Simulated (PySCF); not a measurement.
# [F2(SH)Cu(mu-F)2CuF2(SH)]4-: magnetic exchange

Wanted: magnetic exchange for [F2(SH)Cu(mu-F)2CuF2(SH)]4-.

Computed with PySCF 2.14.0 and routines of our own; the level stands in each step. Atoms count from 0.

## 1. The starting structure

12 atoms, charge -4, high-spin multiplicity 3; geometry from: idealised, bond lengths from ionic radii.

The system (edge-sharing dimer): [F2(SH)Cu(mu-F)2CuF2(SH)]4-. The metals (Cu(II), Cu(II)) are 2.85 Å apart; the bridge angle is 94°; the spin sites are atom 0 (1 unpaired) and atom 1 (1 unpaired).

## 2. Magnetic exchange: B3LYP/def2-SVP H:def2-SV(P) in water

Job settings and geometry (Å):

```
{"job": {"kind": "bs", "xc": "B3LYP", "basis": {"default": "def2-SVP", "H": "def2-SV(P)"}, "grid": 1, "solvent": "water"}, "charge": -4, "high_spin_multiplicity": 3, "spin_sites": [[[0], 1], [[1], 1]]}
Cu    -1.426300    -0.366200    -0.222500
Cu     1.426300    -0.366200    -0.222500
F     -0.000000     0.963900    -0.222500
F     -0.000000    -1.696200    -0.222500
F     -2.791800    -1.772200    -0.222500
S     -3.105300     1.362700    -0.222500
H     -3.246400     1.507900     1.112300
F     -1.426300    -0.366200     2.137500
F      2.791800    -1.772200    -0.222500
S      3.105300     1.362700    -0.222500
H      3.246400     1.507900     1.112300
F      1.426300    -0.366200    -2.582500
```

Method: B3LYP/def2-SVP H:def2-SV(P) high-spin and broken-symmetry single points, IEF-PCM water.

Launch:

```sh
$ OMP_NUM_THREADS=1 python exch_run.py task.json out
```

The driver reads the jobs from task.json and runs them one after another.

Standard output:

```text
high-spin state, multiplicity 3
final grid: 64256 points
cycle   1  E = -4675.9029453308  dE = -1.718e+00  |g| = 2.112e+00  |ddm| = 2.124e+00
cycle   2  E = -4670.8326120810  dE =  5.070e+00  |g| = 4.033e+00  |ddm| = 6.698e+00
cycle   3  E = -4677.0043833786  dE = -6.172e+00  |g| = 8.170e-01  |ddm| = 5.903e+00
cycle   4  E = -4677.2056337966  dE = -2.013e-01  |g| = 2.940e-01  |ddm| = 6.659e-01
cycle   5  E = -4677.2308943542  dE = -2.526e-02  |g| = 1.045e-01  |ddm| = 3.062e-01
cycle   6  E = -4677.2348471914  dE = -3.953e-03  |g| = 2.395e-02  |ddm| = 1.135e-01
cycle   7  E = -4677.2350274559  dE = -1.803e-04  |g| = 1.277e-02  |ddm| = 2.962e-02
cycle   8  E = -4677.2350888376  dE = -6.138e-05  |g| = 3.979e-03  |ddm| = 1.425e-02
cycle   9  E = -4677.2351032210  dE = -1.438e-05  |g| = 3.021e-03  |ddm| = 8.743e-03
cycle  10  E = -4677.2351092811  dE = -6.060e-06  |g| = 1.962e-03  |ddm| = 4.761e-03
cycle  11  E = -4677.2351151386  dE = -5.857e-06  |g| = 8.490e-04  |ddm| = 6.068e-03
cycle  12  E = -4677.2351174660  dE = -2.327e-06  |g| = 7.600e-04  |ddm| = 4.047e-03
cycle  13  E = -4677.2351192463  dE = -1.780e-06  |g| = 4.140e-04  |ddm| = 5.401e-03
cycle  14  E = -4677.2351194215  dE = -1.751e-07  |g| = 3.453e-04  |ddm| = 1.356e-03
cycle  15  E = -4677.2351195248  dE = -1.033e-07  |g| = 1.071e-04  |ddm| = 1.354e-03
cycle  16  E = -4677.2351195312  dE = -6.457e-09  |g| = 4.457e-05  |ddm| = 2.889e-04
converged SCF energy = -4677.2351195312

broken-symmetry state, M_S = 0, start: spins of the second site flipped
final grid: 64256 points
cycle   1  E = -4677.2350335634  dE = -2.298e-03  |g| = 8.630e-03  |ddm| = 8.534e-02
cycle   2  E = -4677.2351191096  dE = -8.555e-05  |g| = 4.562e-03  |ddm| = 2.168e-02
cycle   3  E = -4677.2351073904  dE =  1.172e-05  |g| = 8.872e-03  |ddm| = 1.095e-02
cycle   4  E = -4677.2351326808  dE = -2.529e-05  |g| = 6.404e-04  |ddm| = 6.254e-03
cycle   5  E = -4677.2351328639  dE = -1.830e-07  |g| = 4.707e-04  |ddm| = 1.183e-03
cycle   6  E = -4677.2351329534  dE = -8.955e-08  |g| = 1.584e-04  |ddm| = 5.803e-04
cycle   7  E = -4677.2351329634  dE = -9.992e-09  |g| = 7.921e-05  |ddm| = 2.145e-04
converged SCF energy = -4677.2351329634

<S^2> high spin = 2.0048, broken symmetry = 0.9998
E(HS) - E(BS) = 2.95 cm-1
J_noodleman = -2.95 cm-1
J_unprojected = -1.47 cm-1
J_yamaguchi = -2.93 cm-1
```

Wall time 48 s (1 thread of Intel Xeon Platinum 8488C, shared host); peak memory 0.84 GiB.

In short:

```
                     quantity         value
                J (Yamaguchi)       -3 cm⁻¹
low less high spin, projected  0.0 kcal/mol
```

Mulliken spin populations of the high-spin state:

```
atom  value (e)
 Cu0       0.64
 Cu1       0.65
  F2       0.11
  F3       0.09
  F4       0.10
  S5       0.17
  H6      -0.01
  F7       0.00
  F8       0.10
  S9       0.16
 H10      -0.01
 F11       0.00
```

Orbitals, density, ELF and potential are computed afterwards from the orbital file.

ELF in a plane through or near 3 of the atoms.

Values, 10 rows by 14 columns:
```
0.00 0.00 0.00 0.00 0.00 0.00 0.00 0.00 0.00 0.00 0.00 0.00 0.00 0.00
0.00 0.00 0.00 0.03 0.02 0.00 0.00 0.00 0.00 0.00 0.00 0.00 0.00 0.00
0.00 0.01 0.17 0.36 0.35 0.14 0.00 0.00 0.00 0.02 0.24 0.34 0.02 0.00
0.00 0.35 0.75 0.28 0.66 0.41 0.13 0.46 0.01 0.25 0.93 0.97 0.17 0.00
0.00 0.47 0.91 0.71 0.84 0.13 0.53 0.82 0.09 0.34 0.63 0.60 0.24 0.00
0.00 0.01 0.35 0.22 0.10 0.66 0.18 0.08 0.67 0.30 0.22 0.46 0.18 0.00
0.00 0.00 0.00 0.19 0.16 0.14 0.14 0.35 0.38 0.11 0.53 0.08 0.00 0.00
0.00 0.00 0.00 0.18 0.15 0.01 0.33 0.52 0.02 0.64 0.85 0.40 0.00 0.00
0.00 0.00 0.00 0.00 0.00 0.00 0.00 0.01 0.00 0.08 0.20 0.02 0.00 0.00
0.00 0.00 0.00 0.00 0.00 0.00 0.00 0.00 0.00 0.00 0.00 0.00 0.00 0.00
```
The map spans 12.0 Å across and 9.3 Å up, centred on the molecule. Atoms in the plane (x, y in Å): Cu0 (1.4, -0.5), H6 (3.4, 1.6), S9 (-3.1, 1.3).

log10 of the density (e/Å³) in the same plane.

Ten even steps from ' ' (-4.0) to '@' (1.8):
```
                                                        
                                                        
        ..::::::::::..                  ......          
    ..::----====----::..            ..::::::::::..      
    ::--====++++++==--::......  ..::::----==----::..    
  ..--==++++******++==----------::--====++++++==--::    
  ::--==++**####**++++====++++==--====++**##**++--::..  
  ::--==****%%%%****++++**####**====++********++==--..  
  ::--==++****##****++++**####**++++++******++++==--..  
  ..--==++++********####**##********++++**++++==--::..  
    ::----====++++##@@%%**++++##@@@@##++++++====--::    
    ..::::--==++++**%%%%**++++##@@@@##++++====--::..    
      ..::--==++++++****++******####******++==--..      
        ::--==++++====++++****++++++**####**++--..      
        ..--========--==++++++++==++**####**++--..      
          ..::::::::::::--====------++++++++--::        
              ....    ....::::....::--====--::..        
                                    ..::::..            
                                                        
                                                        
```
The map spans 12.0 Å across and 9.3 Å up, centred on the molecule. Atoms in the plane (x, y in Å): Cu0 (1.4, -0.5), H6 (3.4, 1.6), S9 (-3.1, 1.3).

On the surface of density 0.002 e/bohr³ the electrostatic potential runs, from the 1st to the 99th percentile, from -18.58 V near F11 to -10.72 V near H10.

The spin density lies nearest to Cu0 34 %; Cu1 31 % (beta excess); S9 7 % (beta excess); S5 7 %.

## 3. Magnetic exchange: CASSCF and SC-NEVPT2/def2-SVP H:def2-SV(P) (2,2) in water

Settings changed since step 2:

```diff
@@ -1,2 +1,2 @@
-{"job": {"kind": "bs", "xc": "B3LYP", "basis": {"default": "def2-SVP", "H": "def2-SV(P)"}, "grid": 1, "solvent": "water"}, "charge": -4, "high_spin_multiplicity": 3, "spin_sites": [[[0], 1], [[1], 1]]}
+{"job": {"kind": "cas", "xc": "B3LYP", "basis": {"default": "def2-SVP", "H": "def2-SV(P)"}, "grid": 1, "active": "magnetic", "zfs": false, "npt": 3, "solvent": "water"}, "charge": -4, "high_spin_multiplicity": 3, "spin_sites": [[[0], 1], [[1], 1]]}
 Cu    -1.426300    -0.366200    -0.222500
```

Level: CASSCF and SC-NEVPT2/def2-SVP H:def2-SV(P) spin states, IEF-PCM water.

Standard output:

```text
start orbitals: natural orbitals of the high-spin B3LYP determinant (converged)
active space: 2 electrons in 2 orbitals, 74 closed; orbitals optimised for multiplicities 3 1
macro   0  E = -4670.0396682066  dE =  0.000e+00  |g| = 1.227e+00
macro   1  E = -4670.1720452016  dE = -1.324e-01  |g| = 3.292e-01
macro   2  E = -4670.2072991730  dE = -3.525e-02  |g| = 3.019e-01
macro   3  E = -4670.2117637985  dE = -4.465e-03  |g| = 8.226e-02
macro   4  E = -4670.2124092988  dE = -6.455e-04  |g| = 1.622e-02
macro   5  E = -4670.2124421688  dE = -3.287e-05  |g| = 1.050e-02
macro   6  E = -4670.2124491452  dE = -6.976e-06  |g| = 2.471e-03
macro   7  E = -4670.2124518235  dE = -2.678e-06  |g| = 2.569e-03
macro   8  E = -4670.2124566971  dE = -4.874e-06  |g| = 4.785e-03
macro   9  E = -4670.2124624510  dE = -5.754e-06  |g| = 5.022e-03
macro  10  E = -4670.2124666340  dE = -4.183e-06  |g| = 2.813e-03
macro  11  E = -4670.2124675569  dE = -9.229e-07  |g| = 7.125e-04
macro  12  E = -4670.2124676514  dE = -9.445e-08  |g| = 2.339e-04
CASSCF converged, mean energy = -4670.2124676514
2S+1 = 3  root 0  E(CAS) = -4670.21249485  E(NEVPT2) = -4672.23475790  occupations 1.000 1.000
2S+1 = 1  root 0  E(CAS) = -4670.21244045  E(NEVPT2) = -4672.23470527  occupations 1.008 0.992
```

Run time: 19 s. Hardware: 1 thread of Intel Xeon Platinum 8488C, shared host; peak memory 0.9 GiB.

The solvent's field is frozen at that of the high-spin determinant; only differences between these total energies have meaning.

Key values:

```
                   quantity         value
                 J (CASSCF)        6 cm⁻¹
                 J (NEVPT2)        6 cm⁻¹
low less high spin (NEVPT2)  0.0 kcal/mol
         diradical index y0          0.99
```

## 4. Magnetic exchange: M06-2X/def2-SVP H:def2-SV(P) in water

Settings changed since step 3:

```diff
@@ -1,2 +1,2 @@
-{"job": {"kind": "cas", "xc": "B3LYP", "basis": {"default": "def2-SVP", "H": "def2-SV(P)"}, "grid": 1, "active": "magnetic", "zfs": false, "npt": 3, "solvent": "water"}, "charge": -4, "high_spin_multiplicity": 3, "spin_sites": [[[0], 1], [[1], 1]]}
+{"job": {"kind": "bs", "xc": "M06-2X", "basis": {"default": "def2-SVP", "H": "def2-SV(P)"}, "grid": 2, "solvent": "water"}, "charge": -4, "high_spin_multiplicity": 3, "spin_sites": [[[0], 1], [[1], 1]]}
 Cu    -1.426300    -0.366200    -0.222500
```

Method: M06-2X/def2-SVP H:def2-SV(P) high-spin and broken-symmetry single points, IEF-PCM water.

Standard output:

```text
high-spin state, multiplicity 3
final grid: 129936 points
cycle   1  E = -4676.8293345790  dE = -2.412e-02  |g| = 4.083e-02  |ddm| = 3.645e-01
cycle   2  E = -4676.8324615914  dE = -3.127e-03  |g| = 3.657e-02  |ddm| = 1.004e-01
cycle   3  E = -4676.8331590120  dE = -6.974e-04  |g| = 1.308e-02  |ddm| = 3.306e-02
cycle   4  E = -4676.8337010841  dE = -5.421e-04  |g| = 7.787e-03  |ddm| = 5.031e-02
cycle   5  E = -4676.8337526907  dE = -5.161e-05  |g| = 2.446e-03  |ddm| = 1.620e-02
cycle   6  E = -4676.8337578936  dE = -5.203e-06  |g| = 8.693e-04  |ddm| = 4.524e-03
cycle   7  E = -4676.8337591516  dE = -1.258e-06  |g| = 4.107e-04  |ddm| = 2.272e-03
cycle   8  E = -4676.8337596881  dE = -5.364e-07  |g| = 3.392e-04  |ddm| = 1.154e-03
cycle   9  E = -4676.8337601066  dE = -4.185e-07  |g| = 2.930e-04  |ddm| = 1.002e-03
cycle  10  E = -4676.8337607993  dE = -6.928e-07  |g| = 2.063e-04  |ddm| = 2.079e-03
cycle  11  E = -4676.8337613388  dE = -5.394e-07  |g| = 1.236e-04  |ddm| = 2.779e-03
cycle  12  E = -4676.8337614447  dE = -1.059e-07  |g| = 6.656e-05  |ddm| = 1.303e-03
cycle  13  E = -4676.8337614631  dE = -1.840e-08  |g| = 4.113e-05  |ddm| = 5.047e-04
cycle  14  E = -4676.8337614669  dE = -3.842e-09  |g| = 3.438e-05  |ddm| = 1.101e-04
converged SCF energy = -4676.8337614669

broken-symmetry state, M_S = 0, start: spins of the second site flipped
final grid: 129936 points
cycle   1  E = -4676.8334686816  dE = -2.989e-03  |g| = 1.300e-02  |ddm| = 6.703e-02
cycle   2  E = -4676.8336203875  dE = -1.517e-04  |g| = 4.145e-03  |ddm| = 1.877e-02
cycle   3  E = -4676.8336429225  dE = -2.254e-05  |g| = 1.524e-03  |ddm| = 1.032e-02
cycle   4  E = -4676.8336442507  dE = -1.328e-06  |g| = 9.493e-04  |ddm| = 2.315e-03
cycle   5  E = -4676.8336447654  dE = -5.147e-07  |g| = 2.306e-04  |ddm| = 1.510e-03
cycle   6  E = -4676.8336448038  dE = -3.838e-08  |g| = 1.560e-04  |ddm| = 3.668e-04
cycle   7  E = -4676.8336448205  dE = -1.671e-08  |g| = 3.573e-05  |ddm| = 2.753e-04
cycle   8  E = -4676.8336448223  dE = -1.835e-09  |g| = 2.214e-05  |ddm| = 6.847e-05
converged SCF energy = -4676.8336448223

<S^2> high spin = 2.0055, broken symmetry = 1.0048
E(HS) - E(BS) = -25.60 cm-1
J_noodleman = 25.60 cm-1
J_unprojected = 12.80 cm-1
J_yamaguchi = 25.58 cm-1
```

It took 82 s on 1 thread of Intel Xeon Platinum 8488C, shared host; peak memory 0.99 GiB.

Key values:

```
                     quantity         value
                J (Yamaguchi)       26 cm⁻¹
low less high spin, projected  0.1 kcal/mol
```

## 5. Magnetic exchange: CASSCF and SC-NEVPT2/def2-SVP H:def2-SV(P) (6,4) in water

Settings changed since step 4:

```diff
@@ -1,2 +1,2 @@
-{"job": {"kind": "bs", "xc": "M06-2X", "basis": {"default": "def2-SVP", "H": "def2-SV(P)"}, "grid": 2, "solvent": "water"}, "charge": -4, "high_spin_multiplicity": 3, "spin_sites": [[[0], 1], [[1], 1]]}
+{"job": {"kind": "cas", "xc": "B3LYP", "basis": {"default": "def2-SVP", "H": "def2-SV(P)"}, "grid": 1, "active": "bridge", "max": 4, "zfs": false, "npt": 2, "solvent": "water"}, "charge": -4, "high_spin_multiplicity": 3, "spin_sites": [[[0], 1], [[1], 1]]}
 Cu    -1.426300    -0.366200    -0.222500
```

Method: CASSCF and SC-NEVPT2/def2-SVP H:def2-SV(P) spin states, IEF-PCM water.

Standard output:

```text
start orbitals: natural orbitals of the high-spin B3LYP determinant (converged)
active space: 6 electrons in 4 orbitals, 72 closed; orbitals optimised for multiplicities 3 1
macro   0  E = -4670.0396719136  dE =  0.000e+00  |g| = 1.227e+00
macro   1  E = -4670.1720412652  dE = -1.324e-01  |g| = 3.299e-01
macro   2  E = -4670.2072841057  dE = -3.524e-02  |g| = 3.032e-01
macro   3  E = -4670.2117609154  dE = -4.477e-03  |g| = 8.282e-02
macro   4  E = -4670.2124093510  dE = -6.484e-04  |g| = 1.638e-02
macro   5  E = -4670.2124421397  dE = -3.279e-05  |g| = 1.048e-02
macro   6  E = -4670.2124491458  dE = -7.006e-06  |g| = 2.462e-03
macro   7  E = -4670.2124518373  dE = -2.691e-06  |g| = 2.567e-03
macro   8  E = -4670.2124566539  dE = -4.817e-06  |g| = 4.792e-03
macro   9  E = -4670.2124624307  dE = -5.777e-06  |g| = 5.043e-03
macro  10  E = -4670.2124666334  dE = -4.203e-06  |g| = 2.840e-03
macro  11  E = -4670.2124675692  dE = -9.358e-07  |g| = 7.153e-04
macro  12  E = -4670.2124676652  dE = -9.592e-08  |g| = 2.320e-04
CASSCF converged, mean energy = -4670.2124676652
2S+1 = 3  root 0  E(CAS) = -4670.21249485  E(NEVPT2) = -4672.22984669  occupations 2.000 2.000 1.000 1.000
2S+1 = 1  root 0  E(CAS) = -4670.21244048  E(NEVPT2) = -4672.22980082  occupations 2.000 2.000 1.008 0.992
```

Run time: 18 s. Hardware: 1 thread of Intel Xeon Platinum 8488C, shared host; peak memory 0.93 GiB.

The solvent's field is frozen at that of the high-spin determinant; only differences between these total energies have meaning.

J and the spin gap of this run are not to be taken as properties: an active orbital stays filled, so NEVPT2 hangs on an arbitrary choice.

## 6. Spin gaps side by side

J for H = −2J S1·S2; the gap is low spin less high spin (projected; unprojected where the broken-symmetry state collapsed; or NEVPT2):

```
step                                                      level  geometry  J (cm⁻¹)  gap (kcal/mol)  time
   2                       B3LYP/def2-SVP H:def2-SV(P) in water       one        -3             0.0  48 s
   3  CASSCF and SC-NEVPT2/def2-SVP H:def2-SV(P) (2,2) in water       one         6             0.0  19 s
   4                      M06-2X/def2-SVP H:def2-SV(P) in water       one        26             0.1  82 s
```

CASSCF times leave out a start SCF that an earlier step had already made.

## 7. Results

```
                                                                    quantity                                                                                         value
                J (Yamaguchi) (step 2, B3LYP/def2-SVP H:def2-SV(P) in water)                                                                                       -3 cm⁻¹
low less high spin, projected (step 2, B3LYP/def2-SVP H:def2-SV(P) in water)                                                                                  0.0 kcal/mol
                                                                           J  -3 (B3LYP/def2-SVP H:def2-SV(P) in water) to 26 cm⁻¹ (M06-2X/def2-SVP H:def2-SV(P) in water)
```

What this shows: Step 5 is set aside for J and the spin gap: an active orbital stays filled, so NEVPT2 hangs on an arbitrary choice. The levels with a meaningful J disagree on its sign, from -3 to 26 cm⁻¹.
